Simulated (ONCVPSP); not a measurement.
**As: generating and testing an ONCV potential**

Aim: build the potential from the settings below, then test how well it stands in for the atom: other configurations, scattering, ghost states and the plane-wave cutoff that it needs.

Method: ONCVPSP 4.0.1, PBEsol, scalar-relativistic.

**1. Settings**

The settings as typed:

```json
{"element": "arsenic (As, Z = 33)", "type": "optimised norm-conserving Vanderbilt (ONCV)", "frozen core": "[Ar]", "valence charge": "15", "reference configuration": "3d10 4s2 4p3", "partial waves": "4s: rc 1.45 bohr, ncon 4, nbas 8, qcut 4.5 1/bohr, 3 projectors, debl 3.6 Ha; 4p: rc 1.85 bohr, ncon 4, nbas 9, qcut 4 1/bohr, 2 projectors, debl 0.7 Ha; 3d: rc 1.10 bohr, ncon 4, nbas 8, qcut 17.1 1/bohr, 2 projectors, debl 4 Ha", "local potential": "polynomial inside 0.80 bohr (lpopt 5, dvloc0 6 Ha)", "core correction": "Teter function, fcfact 4.75, rcfact 1.6"}
```

**2. Generating the potential**

As.dat

```
# ATOM AND REFERENCE CONFIGURATION
# atsym  z   nc   nv     iexc    psfile
  As 33.00    5    3  -116133      upf
#
#   n    l    f
    1    0    2.00
    2    0    2.00
    2    1    6.00
    3    0    2.00
    3    1    6.00
    3    2   10.00
    4    0    2.00
    4    1    3.00
#
# PSEUDOPOTENTIAL AND OPTIMIZATION
# lmax
    2
#
#   l,   rc,      ep,       ncon, nbas, qcut
    0    1.45    0.00    4    8    4.50
    1    1.85    0.00    4    9    4.00
    2    1.10    0.00    4    8   17.10
#
# LOCAL POTENTIAL
# lloc, lpopt,  rc(5),   dvloc0
    4    5    0.80    6.00
#
# VANDERBILT-KLEINMAN-BYLANDER PROJECTORs
# l, nproj, debl
    0    3    3.60
    1    2    0.70
    2    2    4.00
#
# MODEL CORE CHARGE
# icmod, fcfact, rcfact
    3    4.75    1.60
#
# LOG DERIVATIVE ANALYSIS
# epsh1, epsh2, depsh
   -3.00    5.00    0.02
#
# OUTPUT GRID
# rlmax, drl
    6.00    0.01
#
# TEST CONFIGURATIONS
# ncnf
    4
# nvcnf
#   n    l    f
    3
    3    2   10.00
    4    0    2.00
    4    1    2.00
#
    3
    3    2   10.00
    4    0    2.00
    4    1    1.00
#
    3
    3    2   10.00
    4    0    2.00
    4    1    0.00
#
    3
    3    2   10.00
    4    0    2.00
    4    1    2.50
#
```

Started as:

```
$ oncvpsp.x < As.dat > As.out
```

Q: Predict the outcome of this session. Wanted: cutoffs for 1 and 0.1 mHa per electron, occupied waves; bound ghosts; GHOST(+) flags; largest test error; largest phase difference near zero energy, channels read; rms error of d²Exc/dn², without and with the model core.

As calculated:

| quantity | value |
| --- | --- |
| cutoffs for 1 and 0.1 mHa per electron, occupied waves | 103 Ha and 116 Ha |
| bound ghosts | s at -24569.97 eV |
| GHOST(+) flags | s at 154 eV, s at 699 eV, s at 1611 eV, p at 108 eV |
| largest test error (AE − PS) | -24 meV, for 3d10 4s2 4p0 |
| largest phase difference near zero energy, channels read | 0.000 rad |
| rms error of d²Exc/dn², without and with the model core | 6.97 and 1.47 mHa |

A bound ghost (s) makes it unfit for use: electrons can fall into a state that the atom doesn't have. The worst unpolarised test, 3d10 4s2 4p0, is off by 24 meV on 54.8 eV; by total energies transferability rates as good. Atomic tests can pass in spite of a ghost, since they solve only for the levels asked. By its cutoff, 103 Ha for the looser tolerance, it is very hard. At the looser tolerance the 3d wave is the slowest; 4s needs 10 Ha. Near zero energy the phases of the channels with partial waves agree within 0.001 rad. The program also flags highly localised states, GHOST(+) (s, p). All of this concerns the isolated atom, not yet a solid.
